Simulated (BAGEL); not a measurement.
**C2H6SSi (SMILES C[Si]SC): HF/def2-SVP (density fitting with qzvpp-jkfit)**

What is the vertical singlet–triplet gap of C2H6SSi at HF/def2-SVP (density fitting with qzvpp-jkfit)? 

Program for the calculation: BAGEL 1.2.2.

### 1 The system as given

C2H6SSi: 10 atoms, total charge 0, spin state singlet. As SMILES, `C[Si]SC`. Geometry: relaxed at PBE0-D4/def2-TZVP. This is one conformer, not always the lowest.

Bond lengths: C1–Si2 1.902 Å, Si2–S3 2.120 Å, S3–C4 1.813 Å, C1–H5 1.096 Å, C1–H6 1.095 Å, C1–H7 1.092 Å, C4–H8 1.089 Å, C4–H9 1.089 Å, C4–H10 1.090 Å. Some angles: C1–Si2–S3 101.6°, Si2–S3–C4 111.5°, Si2–C1–H5 111.4°, Si2–C1–H6 111.6°, Si2–C1–H7 110.2°, S3–C4–H8 110.9°, S3–C4–H9 110.8°, S3–C4–H10 107.2°, H5–C1–H6 107.2°, H5–C1–H7 108.1°.

### 2 The energy at HF/def2-SVP (density fitting with qzvpp-jkfit)

job.json

```json
{ "bagel": [

{
  "title": "molecule",
  "basis": "svp",
  "df_basis": "qzvpp-jkfit",
  "angstrom": true,
  "geometry": [
    { "atom": "C", "xyz": [      -0.474500,       1.498000,       0.212000 ] },
    { "atom": "Si", "xyz": [      -1.532200,       0.664600,      -1.131800 ] },
    { "atom": "S", "xyz": [      -0.684600,      -1.277500,      -1.197000 ] },
    { "atom": "C", "xyz": [       0.678400,      -1.448200,      -0.013100 ] },
    { "atom": "H", "xyz": [      -0.563800,       0.976000,       1.171000 ] },
    { "atom": "H", "xyz": [       0.587400,       1.503400,      -0.056300 ] },
    { "atom": "H", "xyz": [      -0.795200,       2.531900,       0.356400 ] },
    { "atom": "H", "xyz": [       0.331700,      -1.277900,       1.005200 ] },
    { "atom": "H", "xyz": [       1.483700,      -0.753100,      -0.246400 ] },
    { "atom": "H", "xyz": [       1.052300,      -2.468400,      -0.097000 ] }
  ]
},

{
  "title": "hf"
},

{
  "title": "print",
  "file": "orbitals.molden",
  "orbitals": true
}

]}
```

Command:

```bash
$ BAGEL_NUM_THREADS=1 BAGEL job.json > job.out
```

What it wrote:

```text
* using 1 threads per process

  ===============================================================
  ===============================================================

  *** Geometry ***

  { "atom" : "C", "xyz" : [     -0.896675,      2.830810,      0.400622 ] },
  { "atom" : "Si", "xyz" : [     -2.895438,      1.255912,     -2.138792 ] },
  { "atom" : "S", "xyz" : [     -1.293707,     -2.414125,     -2.262002 ] },
  { "atom" : "C", "xyz" : [      1.281990,     -2.736701,     -0.024755 ] },
  { "atom" : "H", "xyz" : [     -1.065428,      1.844373,      2.212869 ] },
  { "atom" : "H", "xyz" : [      1.110025,      2.841014,     -0.106392 ] },
  { "atom" : "H", "xyz" : [     -1.502710,      4.784598,      0.673498 ] },
  { "atom" : "H", "xyz" : [      0.626822,     -2.414881,      1.899553 ] },
  { "atom" : "H", "xyz" : [      2.803787,     -1.423153,     -0.465629 ] },
  { "atom" : "H", "xyz" : [      1.988559,     -4.664600,     -0.183303 ] },

  Number of auxiliary basis functions:      514

  Since a DF basis is specified, we compute 2- and 3-index integrals:
    o Being stored without compression. Storage requirement is 0.036 GB

  Number of basis functions:       94
  Number of electrons      :       48

    * METHOD: MOLECULE                             0.29

  *** RHF ***

  === Nuclear Repulsion ===
   202.3354836625

      * DIIS with orbital gradients will be used.

  === RHF iteration (svp) ===
      0       -765.26166649          0.01327990           0.11
      1       -765.37573526          0.00650367           0.10
      2       -765.39994471          0.00127091           0.10
      3       -765.40182919          0.00023664           0.10
      4       -765.40189663          0.00007737           0.10
      5       -765.40190588          0.00002287           0.10
      6       -765.40190712          0.00000846           0.10
      7       -765.40190728          0.00000267           0.10
      8       -765.40190730          0.00000102           0.10
      9       -765.40190731          0.00000027           0.10
     10       -765.40190731          0.00000009           0.10
     11       -765.40190731          0.00000003           0.10
     12       -765.40190731          0.00000001           0.10
    * SCF iteration converged.

    * Permanent dipole moment:
           (   -0.750621,    -0.231863,    -0.794849) a.u.

    * METHOD: HF                                   1.58

    * METHOD: PRINT                                0.02

  ===============================================================
```

It took 2 s on 1 thread of Arm Neoverse V1, shared host; peak memory 0.14 GiB.

### 3 The triplet, same level

calc.json

```json
{ "bagel" : [

{
  "title" : "molecule",
  "basis" : "svp",
  "df_basis" : "qzvpp-jkfit",
  "angstrom" : true,
  "geometry" : [
    { "atom" : "C", "xyz" : [      -0.474500,       1.498000,       0.212000 ] },
    { "atom" : "Si", "xyz" : [      -1.532200,       0.664600,      -1.131800 ] },
    { "atom" : "S", "xyz" : [      -0.684600,      -1.277500,      -1.197000 ] },
    { "atom" : "C", "xyz" : [       0.678400,      -1.448200,      -0.013100 ] },
    { "atom" : "H", "xyz" : [      -0.563800,       0.976000,       1.171000 ] },
    { "atom" : "H", "xyz" : [       0.587400,       1.503400,      -0.056300 ] },
    { "atom" : "H", "xyz" : [      -0.795200,       2.531900,       0.356400 ] },
    { "atom" : "H", "xyz" : [       0.331700,      -1.277900,       1.005200 ] },
    { "atom" : "H", "xyz" : [       1.483700,      -0.753100,      -0.246400 ] },
    { "atom" : "H", "xyz" : [       1.052300,      -2.468400,      -0.097000 ] }
  ]
},

{ "title" : "uhf", "nopen" : 2 },

{ "title" : "print", "file" : "orbitals.molden", "orbitals" : true }

]}
```

Command:

```bash
$ BAGEL_NUM_THREADS=1 BAGEL calc.json > calc.out
```

What it wrote:

```text
* using 1 threads per process

  ===============================================================
  ===============================================================

  *** Geometry ***

  { "atom" : "C", "xyz" : [     -0.896675,      2.830810,      0.400622 ] },
  { "atom" : "Si", "xyz" : [     -2.895438,      1.255912,     -2.138792 ] },
  { "atom" : "S", "xyz" : [     -1.293707,     -2.414125,     -2.262002 ] },
  { "atom" : "C", "xyz" : [      1.281990,     -2.736701,     -0.024755 ] },
  { "atom" : "H", "xyz" : [     -1.065428,      1.844373,      2.212869 ] },
  { "atom" : "H", "xyz" : [      1.110025,      2.841014,     -0.106392 ] },
  { "atom" : "H", "xyz" : [     -1.502710,      4.784598,      0.673498 ] },
  { "atom" : "H", "xyz" : [      0.626822,     -2.414881,      1.899553 ] },
  { "atom" : "H", "xyz" : [      2.803787,     -1.423153,     -0.465629 ] },
  { "atom" : "H", "xyz" : [      1.988559,     -4.664600,     -0.183303 ] },

  Number of auxiliary basis functions:      514

  Since a DF basis is specified, we compute 2- and 3-index integrals:
    o Being stored without compression. Storage requirement is 0.036 GB

  Number of basis functions:       94
  Number of electrons      :       48

    * METHOD: MOLECULE                             0.29

  *** Open-shell HF ***

  === Nuclear Repulsion ===
   202.3354836625

      * DIIS with orbital gradients will be used.

  === UHF iteration (svp) ===
      0       -765.19956222          0.02495727           0.21
      1       -765.32030170          0.01218829           0.21
      2       -765.34267999          0.00607558           0.21
      3       -765.34899811          0.00114740           0.21
      4       -765.35003849          0.00032956           0.21
      5       -765.35016661          0.00015943           0.21
      6       -765.35022533          0.00004028           0.21
      7       -765.35023474          0.00001612           0.21
      8       -765.35023706          0.00000811           0.21
      9       -765.35023812          0.00000318           0.21
     10       -765.35023828          0.00000136           0.21
     11       -765.35023830          0.00000061           0.21
     12       -765.35023830          0.00000036           0.21
     13       -765.35023830          0.00000021           0.20
     14       -765.35023830          0.00000009           0.20
     15       -765.35023830          0.00000005           0.21
     16       -765.35023830          0.00000003           0.21
     17       -765.35023830          0.00000002           0.21
     18       -765.35023830          0.00000001           0.21
    * SCF iteration converged.

    * S^2 (UHF) is 2.0051

    * Permanent dipole moment:
           (   -0.286575,    -0.561681,    -0.511670) a.u.

    * METHOD: UHF                                  4.21

    * METHOD: PRINT                                0.02

  ===============================================================
```

Run time: 4.8 s. Hardware: 1 thread of Arm Neoverse V1, shared host; peak memory 0.14 GiB.

### 4 Results

At HF/def2-SVP (density fitting with qzvpp-jkfit):

| quantity | value |
| --- | --- |
| singlet: total energy | -765.40191 Eh |
| singlet: dipole moment | 2.84 D |
| singlet: HOMO energy | -8.69 eV |
| singlet: LUMO energy | 1.35 eV |
| singlet: HOMO–LUMO gap | 10.04 eV |
| triplet: total energy | -765.35024 Eh |
| triplet: dipole moment | 2.06 D |
| triplet: ⟨S²⟩ | 2.005 |
| vertical energy of the triplet above the singlet | 1.406 eV |

**Reading.** At this shape the triplet lies 1.41 eV (136 kJ/mol) above the singlet.
